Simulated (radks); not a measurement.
# Ca⁴⁺ in [He] 2s2 2p4 3s2 3p6: an all-electron calculation

The task here is to estimate one member of a computed series from the others.

The numbers are computed with radks (a radial shooting solver on a logarithmic mesh, Libxc functionals) version 1 (non-relativistic Kohn-Sham, r2SCAN, spin-polarised, spherical densities, point nucleus; open shells are filled with parallel spins first), except any that are marked as measured or tabulated.

### Starting point

| Item | Value |
| --- | --- |
| element | calcium (Z = 20) |
| charge | +4 |
| electrons | 16 |
| configuration | [He] 2s2 2p4 3s2 3p6 |

Outer shells as boxes (Hund's rule):

Ca⁴⁺
```
[He] core
2s [↑↓]
2p [↑↓][↑ ][↑ ]
3s [↑↓]
3p [↑↓][↑↓][↑↓]
```

The first run:

The run's settings:

```text
Z 20
configuration [He] 2s2 2p4 3s2 3p6 4s0 3d0 4p0 4f0
relativity non-relativistic
functional r2scan,r2scan
spin polarised
nucleus point
```

Command:

```bash
python run_ks.py task.json out
```

This one command runs every case of the session in turn.

One table of the session follows, with a row left open; its other results are not shown here.

It belongs to the step «Radial structure». Radial moments (bohr):

| level | <r> | outermost maximum (interpolated) | 90 % within | nodes |
| --- | --- | --- | --- | --- |
| 1s up | 0.07735 | 0.0508 | 0.138 | 0 |
| 1s down | 0.07719 | 0.0508 | 0.138 | 0 |
| 2s up | 0.3522 | 0.295 | 0.544 | 1 |
| 2s down | ? | ? | ? | ? |
| 2p up | 0.3111 | 0.239 | 0.508 | 0 |
| 2p down | 0.3144 | 0.241 | 0.514 | 0 |
| 3s up | 1.029 | 0.910 | 1.52 | 2 |
| 3s down | 1.036 | 0.917 | 1.53 | 2 |
| 3p up | 1.059 | 0.918 | 1.60 | 1 |
| 3p down | 1.072 | 0.930 | 1.62 | 1 |
| 3d up | 1.093 | 0.854 | 1.75 | 0 |
| 3d down | 1.122 | 0.880 | 1.79 | 0 |
| 4s up | 2.540 | 2.35 | 3.67 | 3 |
| 4s down | 2.550 | 2.36 | 3.68 | 3 |

Q: Estimate the row for 2s down from the others.

The run gave: <r>: 0.3546; outermost maximum (interpolated): 0.296; 90 % within: 0.549; nodes: 1. In the column «<r>» it lies between 2s up (0.3522) and 3s up (1.029).
